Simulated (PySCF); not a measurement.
**ZnIn: the SCF solver's settings**

Do solver options change the result for ZnIn, or only the number of cycles?

Computed with PySCF 2.14.0. Level: method and basis as typed in the scripts.

7 further runs of the same task are left out: 2 for a known fault of the program, 5 that didn't finish.

## Step 1: The starting structure

ZnIn: 2 atoms, charge 0, spin multiplicity 2.

Bond lengths: Zn1–In2 2.580 Å.

## Step 2: The run that the others are compared with

File input.py:

```python
from pyscf import gto, scf

mol = gto.M(
    atom='Zn 0 0 0; In 0 0 2.58',
    basis='def2-svp',
    ecp={'In': 'def2-svp'},
    charge=0,
    spin=1,
    verbose=4,
)
mf = scf.UHF(mol)
mf = mf.newton()
mf.kernel()
mf.dip_moment()
print('orbital energies (hartree):', [e[max(0, n-3):n+3].round(4) for e, n in zip(mf.mo_energy, mol.nelec)])
```

Run with:

```
python input.py
```

Its log is not repeated here.

It gives: E(SCF) = -1966.751883 Eh, 5 macro-iterations, ⟨S²⟩ = 1.020, μ = 1.82 D.

The bond length is a typed value, not an optimised one.

## Step 3: Initial guess sap

Run 1 changes initial guess: minao → sap.

File input.py:

```python
from pyscf import gto, scf

mol = gto.M(
    atom='Zn 0 0 0; In 0 0 2.58',
    basis='def2-svp',
    ecp={'In': 'def2-svp'},
    charge=0,
    spin=1,
    verbose=4,
)
mf = scf.UHF(mol)
mf.init_guess = 'sap'
mf = mf.newton()
mf.kernel()
mf.dip_moment()
print('orbital energies (hartree):', [e[max(0, n-3):n+3].round(4) for e, n in zip(mf.mo_energy, mol.nelec)])
```

Run with:

```
python input.py
```

## Step 4: Level shift 0.1 hartree

Run 2 changes level shift: none → 0.1 hartree.

Changes to input.py since step 2:

```diff
@@ -11,2 +11,3 @@
 mf = scf.UHF(mol)
+mf.level_shift = 0.1
 mf = mf.newton()
```

Q: Predict the outcome of this session. Wanted: for each run, E(SCF); from base; gap, α spin; SCF dipole.

The runs gave:

```csv
run,E(SCF) (hartree),from base (eV),cycles,"gap, α spin (eV)",SCF dipole (D)
base,-1966.751883,0,5 macro,5.74,1.82
initial guess sap,-1966.751883,0.0000,19 macro,5.74,1.82
level shift 0.1 hartree,-1966.751883,0.0000,5 macro,5.74,1.82
```

Distance from each run's final energy (log10 hartree) by cycle:

```csv
run,cycle 1,cycle 2,cycle 3,cycle 5,cycle 8,cycle 12
base,-1.6,-3.0,-6.9,< -11,done,done
initial guess sap,2.2,2.0,1.6,0.8,-0.9,-2.7
level shift 0.1 hartree,-1.6,-3.0,-6.9,< -11,done,done
```

**Reading.** With initial guess sap or level shift 0.1 hartree the SCF ends at the base energy. The cycles with level shift 0.1 hartree repeat those of the base digit for digit, so the setting never acted.
